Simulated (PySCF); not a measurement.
# TlC: from the state search to spectroscopic constants

The task here is to estimate one member of a computed series from the others.

Method: Tl def2-SVPD with ECP60, C def2-SVPD, scalar-relativistic core potentials; program: PySCF 2.14.0.

The first run:

Settings of the job:

| Quantity | Value |
| --- | --- |
| atoms | Tl, C |
| charge | 0 |
| basis | Tl def2-SVPD with ECP60, C def2-SVPD |
| Hamiltonian | scalar-relativistic core potentials |
| basis functions | 52 |
| electrons treated | 27 |
| masses in u | 204.9744, 12.0000 |
| levels | PBE0, PBE, r²SCAN, B3LYP, TPSSh, BP86, ωB97X, HF, MP2, SCS-MP2, CCSD, CCSD(T) |
| grid | 80 radial by 434 angular points |
| occupations | held fixed by the projection of orbital angular momentum |
| dissociation limit | Tl + C, each in its ground configuration |
| starting distance in angstrom | 2.140 |
| values of 2S to try | 1, 3 |

Launch:

```console
OMP_NUM_THREADS=1 python dia.py task.json out
```

Steps of the session up to this table: The job; The PBE0 curve of the state that the search chose; Higher solutions at PBE0; PBE (GGA); r²SCAN (meta-GGA); B3LYP; TPSSh (hybrid meta-GGA); BP86 (GGA); ωB97X (range-separated hybrid); UHF (mean field); Adding correlation.

One of the session's tables, all rows but one given; the rest of the session is left out.

It belongs to the step «The curves together». Energy (eV) from each level's lowest point:

```
R (Å)    UHF  UHF-MP2  UHF-SCS-MP2  UHF-CCSD  UHF-CCSD(T)
1.983  0.803    0.670        0.692       n/a          n/a
2.075  0.391    0.312        0.327     0.317        0.313
2.168  0.148    0.107        0.115     0.111        0.110
2.237  0.049    0.029        0.033     0.031        0.031
2.306  0.003    0.000        0.000     0.000        0.000
2.375      ?        ?            ?         ?            ?
2.467  0.044    0.071        0.062     0.061        0.060
2.583  0.155    0.199        0.185     0.179        0.178
2.721  0.337    0.400        0.380     0.368        0.366
2.906  0.617    0.709        0.680       n/a          n/a
```

Estimate the missing values for R (Å) = 2.375.

Worked estimate for «UHF». A straight line through the neighbours (2.306, 0.003) and (2.467, 0.044) gives 0.003 + (0.044 − 0.003) × (2.375 − 2.306) / (2.467 − 2.306) = 0.021; a parabola fitted to 4 rows on both sides gives 0.003.

The run gave: UHF: 0.000; UHF-MP2: 0.011; UHF-SCS-MP2: 0.007; UHF-CCSD: 0.007; UHF-CCSD(T): 0.007. In «UHF» the line misses by +0.021 and the parabola by +0.003.
